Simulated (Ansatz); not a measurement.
Runs of Ansatz 0.2.0 on Sb. The cell holds a slab with vacuum, 5 atoms: a = 3.160 Å, b = 4.469 Å, c = 23.938 Å, α = 90.00°, β = 90.00°, γ = 90.00°. The slab is cut from a database's or a generator's crystal, which needn't be the stable form of the element.

```tsv
level	gap on the mesh (eV)	largest force (eV/Å)	work function (eV)
PBEsol+D3(BJ)	none	0.80	4.53
PBEsol+D3(BJ)-ATM	none	0.80	4.52
PBEsol+D4	none	0.78	4.52
PBEsol	none	0.74	(a)
```

Alike in all rows: task relaxation of the atoms; potentials or basis Ansatz PAW; no spin polarisation; cell atoms relaxed from: the (1 1 0) slab of Sb, cut from the database cell, not relaxed; k mesh 8 × 6 × 1; cutoff (eV) 420; smearing fermi-dirac 0.05 eV.

Estimate the missing entries.

(a) 4.50.

Caveats: the PAW data sets come from PBE, with cores solved anew for the run's functional, which leaves a small shift of forces and pressure.

A k mesh can miss the band edges, and the runs leave out spin-orbit coupling on Sb.

A gap of «none» marks a metal or a gap under the smearing width.
